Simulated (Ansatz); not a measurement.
Ba2Tl5V3O12:

```
CELL_PARAMETERS angstrom
6.06147 0.00000 0.00000
-2.48324 5.58450 0.00000
-2.28447 -2.42817 13.72687
ATOMIC_POSITIONS crystal
Ba 0.88251 0.01561 0.47320
Ba 0.57886 0.79688 0.88922
V 0.26936 0.10580 0.98468
V 0.11629 0.55820 0.33914
V 0.60807 0.30696 0.66552
Tl 0.48361 0.28991 0.38373
Tl 0.08311 0.07485 0.74869
Tl 0.77279 0.89398 0.17719
Tl 0.29791 0.66599 0.60107
Tl 0.97201 0.46636 0.04740
O 0.02458 0.05647 0.04354
O 0.16369 0.86975 0.88754
O 0.33585 0.37289 0.93818
O 0.53308 0.10242 0.04892
O 0.42674 0.67762 0.40063
O 0.95197 0.64202 0.41211
O 0.00696 0.24041 0.32565
O 0.08373 0.64865 0.23032
O 0.85890 0.33214 0.61652
O 0.63673 0.58163 0.72390
O 0.56343 0.09920 0.74423
O 0.34984 0.20226 0.56862
```

The cell was built by a generator and needn't be a form met in nature.

- Program: Ansatz 0.2.0
- Task: single point
- Functional: PBE
- Potentials or basis: Ansatz PAW
- Cutoff: 420 eV (not typed: the program's choice for these potentials)
- k mesh: 5 × 5 × 2
- Occupations: fermi-dirac, width 0.05 eV
- Spin: collinear spin, ferromagnetic start
- Starting moments: [0.0, 0.0, 2.0, 2.0, 2.0, 0.0, 0.0, 0.0, 0.0, 0.0, 0.0, 0.0, 0.0, 0.0, 0.0, 0.0, 0.0, 0.0, 0.0, 0.0, 0.0, 0.0] μB

On this cell: pressure 0.0 GPa; largest force 0.006 eV/Å; net moment 0.00 μB per cell; band gap on the k mesh 3.02 eV, indirect (least direct gap 3.03 eV).

The same run follows on a disturbed copy (atoms moved at random, drawn with an rms of 0.05 Å):

```
Ba V Tl O
1.0
     6.06147    0.00000    0.00000
    -2.48324    5.58450    0.00000
    -2.28447   -2.42817   13.72687
Ba V Tl O
2 3 5 12
Direct
  0.89029 0.02294 0.47447
  0.58379 0.79473 0.88904
  0.25602 0.09749 0.98331
  0.11396 0.56691 0.34257
  0.60997 0.31200 0.66775
  0.48298 0.28612 0.38677
  0.08963 0.08568 0.74760
  0.78188 0.89474 0.17778
  0.30802 0.67088 0.60170
  0.97395 0.46635 0.04592
  0.01591 0.05346 0.04257
  0.17033 0.87884 0.88925
  0.32192 0.36807 0.93924
  0.53157 0.10055 0.05258
  0.42816 0.67490 0.40412
  0.96011 0.64350 0.41266
  0.99725 0.23572 0.32781
  0.08170 0.64867 0.23133
  0.86073 0.34193 0.61760
  0.63683 0.58457 0.72435
  0.55922 0.09838 0.74409
  0.34789 0.20251 0.57143
```

Q: What does the disturbed cell give?

A: The energy moves by +19.9 meV/atom; pressure 0.6 GPa; largest force 4.408 eV/Å; net moment 0.00 μB per cell; band gap on the k mesh 2.71 eV, indirect (least direct gap 2.83 eV).

Forces in eV/Å, atoms in the order of the input:
```
Ba  -0.248 -0.113 -0.102
Ba  -0.265  0.010  0.303
V    1.871  1.763  2.819
V    3.272 -1.942 -2.226
V    0.176 -0.465 -0.590
Tl  -0.228  0.099 -0.114
Tl  -0.036  0.005  0.084
Tl  -0.194 -0.001  0.033
Tl  -0.060  0.041 -0.037
Tl  -0.127 -0.104  0.129
O   -0.356 -0.302 -0.068
O    0.059 -1.649 -1.945
O    0.016  0.221 -0.269
O   -1.140  0.113 -0.933
O   -0.274  0.088 -0.033
O   -2.451  0.704  1.744
O   -0.007  1.054  0.263
O   -0.083  0.070  0.326
O   -0.084 -0.113  0.068
O   -0.122  0.265  0.295
O    0.113  0.123  0.136
O    0.167  0.131  0.117
```

Stress tensor (GPa, compression positive):
```
 0.58 -0.27 -1.48
-0.27  0.13  0.72
-1.48  0.72  0.99
```

Caveats: odd divisions of the mesh miss points on the zone boundary, where band edges often lie, so the gap on the mesh can be too wide; spin-orbit coupling is left out, which as a rule narrows the gap of such compounds by several tenths of an eV; the starting moments weren't kept.

A k mesh can miss the band edges.
